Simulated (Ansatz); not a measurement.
# GeN₄H₈: small, medium and large basis sets

An exercise on one series of results from a longer session: the logs are not shown, and one member is left open.

Method: one geometry, several basis sets; program: Ansatz 0.2.0, Gaussian basis.

Levels to be run: PBE0-D4/def2-SVP; ωB97M-V/def2-SVP; PBE0-D4/def2-QZVPP; ωB97M-V/def2-QZVPP; the functionals' def2-TZVPP values are taken from earlier runs.

## Structure used throughout

An earlier PBE0-D4 in a triple-zeta def2 set relaxation fixed the geometry.

SMILES `[NH2][Ge]([NH2])([NH2])[NH2]`, 13 atoms, charge 0, spin multiplicity 1.

Atoms are counted from 1 here; the program's logs count them from 0.

Bond lengths: N1–Ge2 1.834 Å, N1–H6 1.010 Å, N1–H7 1.010 Å, Ge2–N3 1.828 Å, Ge2–N4 1.834 Å, Ge2–N5 1.820 Å, N3–H8 1.011 Å, N3–H9 1.011 Å, N4–H10 1.010 Å, N4–H11 1.010 Å, N5–H12 1.006 Å, N5–H13 1.006 Å. Angles: Ge2–N1–H6 115.6°, Ge2–N1–H7 114.3°, H6–N1–H7 109.2°, N1–Ge2–N3 102.6°, N1–Ge2–N4 123.4°, N1–Ge2–N5 105.0°, N3–Ge2–N4 102.6°, N3–Ge2–N5 119.4°, N4–Ge2–N5 105.1°, Ge2–N3–H8 113.5°, Ge2–N3–H9 113.6°, H8–N3–H9 108.6°, Ge2–N4–H10 115.6°, Ge2–N4–H11 114.3°, H10–N4–H11 109.2°, Ge2–N5–H12 118.4°, Ge2–N5–H13 118.4°, H12–N5–H13 112.5°.

As a file:

```xyz
13

N    -1.3102    1.1368    0.5020
Ge    0.0186   -0.0425    0.0473
N    -0.4644   -1.5560    0.9520
N     0.2794   -0.6628   -1.6587
N     1.5701    0.8027    0.4855
H    -1.2791    2.0303    0.0330
H    -2.2437    0.7570    0.4332
H     0.1875   -2.3198    0.8380
H    -0.6163   -1.4055    1.9397
H     0.4805    0.0424   -2.3527
H    -0.4573   -1.2644   -1.9992
H     2.3400    0.7562   -0.1604
H     1.5154    1.6908    0.9550
```

The first run:

in.yaml

```yaml
crystal:
  periodic: [false, false, false]
  atoms:
    - {symbol: N, position_ang: [-1.310196, 1.136832, 0.502023]}
    - {symbol: Ge, position_ang: [0.018564, -0.042530, 0.047335]}
    - {symbol: N, position_ang: [-0.464414, -1.555994, 0.951961]}
    - {symbol: N, position_ang: [0.279379, -0.662817, -1.658695]}
    - {symbol: N, position_ang: [1.570100, 0.802688, 0.485535]}
    - {symbol: H, position_ang: [-1.279111, 2.030346, 0.032966]}
    - {symbol: H, position_ang: [-2.243733, 0.757037, 0.433196]}
    - {symbol: H, position_ang: [0.187523, -2.319786, 0.838040]}
    - {symbol: H, position_ang: [-0.616297, -1.405454, 1.939704]}
    - {symbol: H, position_ang: [0.480486, 0.042387, -2.352650]}
    - {symbol: H, position_ang: [-0.457303, -1.264359, -1.999177]}
    - {symbol: H, position_ang: [2.340018, 0.756165, -0.160374]}
    - {symbol: H, position_ang: [1.515383, 1.690786, 0.955036]}
basis:
  gaussian: {orbitals: def2-SVP}
hamiltonian: {xc: pbe0, dispersion: d4}
output: {orbitals: {seedname: orbitals}}
```

Run with:

```
$ ansatz run in.yaml --threads 2 --pin off --events-out ev --progress --plain --max-ram 32768MiB --backend cpu
```

Steps of the session up to this table: PBE0-D4 in def2-SVP; ωB97M-V in def2-SVP; PBE0-D4 in def2-QZVPP; ωB97M-V in def2-QZVPP.

One of the session's tables, all rows but one given; the rest of the session is left out.

It belongs to the step «Functionals by basis». 

```
functional       basis  HOMO (eV)  LUMO (eV)
   PBE0-D4    def2-SVP          ?          ?
   PBE0-D4  def2-TZVPP      -6.90       0.47
   PBE0-D4  def2-QZVPP      -6.98       0.10
   ωB97M-V    def2-SVP      -8.94       2.84
   ωB97M-V  def2-TZVPP      -9.28       1.88
   ωB97M-V  def2-QZVPP      -9.36       1.32
```

Estimate the missing values for PBE0-D4, def2-SVP.

The run gave: HOMO (eV): -6.56; LUMO (eV): 1.21. In the column «HOMO (eV)» it is the highest.
